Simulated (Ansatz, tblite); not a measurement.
**WNCl3: a ladder of methods and basis sets**

How do method and basis change the picture of WNCl3 (singlet)?

Program: Ansatz 0.2.0, Gaussian basis. Level of theory: as each input shows. These are calculated values, not measurements.

The runs, in order: GFN1-xTB, GFN2-xTB, PBE-D4/def2-TZVP, r2SCAN-D4/def2-TZVP, r2SCANh-D4/def2-TZVP, CAM-B3LYP-D4/def2-TZVP, LC-ωPBE/def2-TZVP, BLYP-D4/def2-TZVP, B3LYP-D4/def2-TZVP, r2SCAN0-D4/def2-TZVP, PBE-QIDH/def2-TZVP, PBE-D4/def2-SVP, PBE0-D4/def2-SVP, PBE0-D4/def2-TZVPD, PBE-D4/def2-TZVPD, r2SCAN-D4/def2-TZVPD, CCSD(T)/def2-TZVP, RPA/def2-TZVP.

## 1. The structure

The singlet was relaxed beforehand with PBE0-D4/def2-SVP.

5 atoms, charge 0, spin multiplicity 1.

Bond lengths: W1–N2 1.652 Å, W1–Cl3 2.265 Å, W1–Cl4 2.265 Å, W1–Cl5 2.265 Å. Angles: N2–W1–Cl3 104.4°, N2–W1–Cl4 104.4°, N2–W1–Cl5 104.4°, Cl3–W1–Cl4 114.0°, Cl3–W1–Cl5 114.1°, Cl4–W1–Cl5 114.0°.

Formally the metal is d0. W takes a core potential in the def2 sets. No spin-orbit coupling is included.

PBE0-D4/def2-TZVP was run before; its log isn't repeated, and its numbers join the tables.

## 2. GFN1-xTB

Tight binding, by tblite at 300 K electronic temperature and without a spin-polarisation term:

```python
tblite.interface.Calculator('GFN1-xTB', numbers, positions, charge=0, uhf=0).singlepoint()
```

Energy -499.0149 eV, HOMO -12.13 eV, LUMO -8.89 eV; 0.005 s.

## 3. GFN2-xTB

Tight binding, by tblite at 300 K electronic temperature and without a spin-polarisation term:

```python
tblite.interface.Calculator('GFN2-xTB', numbers, positions, charge=0, uhf=0).singlepoint()
```

Energy -519.4157 eV, HOMO -10.30 eV, LUMO -9.41 eV; 0.006 s.

## 4. PBE-D4/def2-TZVP

start.molden holds the orbitals of an earlier run on this state, given as this run's starting guess.

File in.yaml:

```yaml
crystal:
  periodic: [false, false, false]
  atoms:
    - {symbol: W, position_ang: [0.000085, -0.000066, 0.007163]}
    - {symbol: N, position_ang: [0.007443, -0.013627, 1.658805]}
    - {symbol: Cl, position_ang: [2.191368, 0.009142, -0.565151]}
    - {symbol: Cl, position_ang: [-1.103235, 1.902164, -0.534839]}
    - {symbol: Cl, position_ang: [-1.095660, -1.897603, -0.565978]}
basis:
  gaussian: {orbitals: def2-TZVP, initial_orbitals: start.molden}
hamiltonian: {xc: pbe, dispersion: d4}
scf: {omitted_lower_state_checks: [starts]}
output: {orbitals: {seedname: orbitals}}
```

Started as:

```bash
$ ansatz run in.yaml --threads 4 --pin off --events-out ev --progress --plain --max-ram 3916MiB
```

Further steps of the session: r2SCAN-D4/def2-TZVP; r2SCANh-D4/def2-TZVP; CAM-B3LYP-D4/def2-TZVP; LC-ωPBE/def2-TZVP; BLYP-D4/def2-TZVP; B3LYP-D4/def2-TZVP; r2SCAN0-D4/def2-TZVP; PBE-QIDH/def2-TZVP; PBE-D4/def2-SVP; PBE0-D4/def2-SVP; PBE0-D4/def2-TZVPD; PBE-D4/def2-TZVPD; r2SCAN-D4/def2-TZVPD; CCSD(T)/def2-TZVP; RPA/def2-TZVP.

Before running them: what should the planned runs give, taken together? Wanted: gap in def2-TZVP, named functionals, smallest and largest; correlation energy, CCSD(T)/def2-TZVP; binding an atom, functionals in def2-TZVP; PBE0 total energy, smallest basis above largest.

The runs gave:

```
                                                 quantity                                     value
gap in def2-TZVP, named functionals, smallest and largest     3.39 eV (BLYP-D4), 10.43 eV (LC-ωPBE)
                    correlation energy, CCSD(T)/def2-TZVP                                 -33.94 eV
                binding an atom, functionals in def2-TZVP  3.86 (CAM-B3LYP-D4) to 4.09 eV (BLYP-D4)
          PBE0 total energy, smallest basis above largest           15.20 eV (def2-SVP, def2-TZVPD)
```

What this shows: Over the named functionals in def2-TZVP the gap runs from 3.39 eV (BLYP-D4) to 10.43 eV (LC-ωPBE); exact exchange widens it. Notes on CCSD(T)/def2-TZVP and its Hartree-Fock reference, which MP2 shares: restricted state is unstable towards broken spin symmetry.
